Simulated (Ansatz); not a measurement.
# Tl: the cost of one run

Computed with Ansatz 0.2.0 (DFT r2SCAN, scalar-relativistic, plane waves, PAW, unless a step's input says otherwise).

**1. The system as given**

It takes space group Im-3m (No. 229, cubic). The conventional cell has a = 3.882 Å, b = 3.882 Å, c = 3.882 Å, α = 90.00°, β = 90.00°, γ = 90.00°. Tl (site symmetry m-3m) has 8 Tl at 3.36 Å in its first shell of neighbours.

Coordinates:

```
CELL_PARAMETERS angstrom
-1.94100 1.94100 1.94100
1.94100 -1.94100 1.94100
1.94100 1.94100 -1.94100
ATOMIC_POSITIONS crystal
Tl 0.00000 0.00000 0.00000
```

The cell is taken as given, not relaxed at this level.

**2. The reference cell**

Reference values: F = -11458.5835 eV; pressure 0.90 GPa; largest force 0.000 eV/Å; gap on the mesh none (metal). It was computed beforehand with the settings of the runs below.

**3. The scan: energy and stress against strain**

The cell is strained by ε times the Voigt pattern (1, 0, 0, 0, 0, 0) (xx, yy, zz, yz, xz, xy; engineering shear), with fractional coordinates fixed (clamped ions). The stress on the pattern is the sum of the stress components weighted by it, tension positive.

**4. ε = -0.0400**

input.yaml reads:

```yaml
crystal:
  lattice:
    - [-1.86336, 1.941, 1.941]
    - [1.86336, -1.941, 1.941]
    - [1.86336, 1.941, -1.941]
  atoms:
    - { symbol: Tl, position: [0.0, 0.0, 0.0] }
basis:
  ecutwfc: 500
kpoints:
  mp_grid: { grid: [18, 18, 18] }
hamiltonian:
  xc: r2scan
scf:
  occupations: { method: gaussian, width: 0.15 }
output:
  forces: true
  stress: true
  eigenvalues: true
```

Run with:

```console
ansatz run input.yaml --threads 1 --pin off --max-ram 2560MiB --backend cpu --events-out ev --progress --plain --runs-dir out
```

What time and memory should one allow on 1 thread of Arm Neoverse V1, shared host?

About 19 s, with a peak of 0.49 GiB.
